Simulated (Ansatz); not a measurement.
# ZrGe4Mo: the cost of one run

Computed with Ansatz 0.2.0 (DFT PBE, scalar-relativistic, plane waves, PAW, unless a step's input says otherwise).

## Step 1: The starting structure

It takes space group F-43m (No. 216, cubic). The conventional cell has a = 7.494 Å, b = 7.494 Å, c = 7.494 Å, α = 90.00°, β = 90.00°, γ = 90.00°. Zr (site symmetry -43m) has 12 Ge at 3.11 Å and 4 Mo at 3.25 Å in its first shell of neighbours. Ge (site symmetry 3m) has 6 Ge at 2.65 Å and 3 Zr at 3.11 Å and 3 Mo at 3.11 Å in its first shell of neighbours. Around Mo (site symmetry -43m) lie 12 Ge at 3.11 Å and 4 Zr at 3.25 Å.

As a file:

```cif
data_structure
_symmetry_space_group_name_H-M 'F-43m'
_symmetry_Int_Tables_number 216
_cell_length_a 7.4941
_cell_length_b 7.4941
_cell_length_c 7.4941
_cell_angle_alpha 90.000
_cell_angle_beta 90.000
_cell_angle_gamma 90.000
_cell_volume 420.87
loop_
_atom_site_label
_atom_site_type_symbol
_atom_site_symmetry_multiplicity
_atom_site_Wyckoff_symbol
_atom_site_fract_x
_atom_site_fract_y
_atom_site_fract_z
_atom_site_occupancy
Zr1 Zr 4 d 0.25000 0.25000 0.75000 1
Ge1 Ge 16 e 0.37505 0.12495 0.12495 1
Mo1 Mo 4 a 0.00000 0.00000 0.00000 1
```

A structure generator made this guess: species swapped into a database cell of YbCdNi4 (F-43m, No. 216), with Zr on the Yb sites, Mo on the Cd sites and Ge on the Ni sites. Its size is a rough estimate.

## Step 2: A first look at the guess

input.yaml reads:

```yaml
crystal:
  lattice:
    - [0.0, 3.74703287, 3.74703287]
    - [3.74703287, 0.0, 3.74703287]
    - [3.74703287, 3.74703287, 0.0]
  atoms:
    - { symbol: Zr, position: [0.25, 0.25, 0.25] }
    - { symbol: Ge, position: [0.62494767, 0.125157, 0.62494767] }
    - { symbol: Ge, position: [0.62494767, 0.62494767, 0.62494767] }
    - { symbol: Ge, position: [0.125157, 0.62494767, 0.62494767] }
    - { symbol: Ge, position: [0.62494767, 0.62494767, 0.125157] }
    - { symbol: Mo, position: [0.0, 0.0, 0.0] }
basis:
  ecutwfc: 420
kpoints:
  mp_grid: { grid: [4, 4, 4] }
hamiltonian:
  xc: pbe
scf:
  occupations: { method: gaussian, width: 0.1 }
  lower_state_search: "off"
output:
  forces: true
  stress: true
  eigenvalues: true
```

Command:

```bash
> ansatz run input.yaml --threads 1 --pin off --max-ram 2560MiB --backend cpu --events-out ev --progress --plain --runs-dir out
```

**Question.** How long does this run take on 1 thread of Intel Xeon at 2.50GHz (Skylake/Cascade Lake), shared host, and how much memory does it need?

About 7.2 s, with a peak of 0.38 GiB.
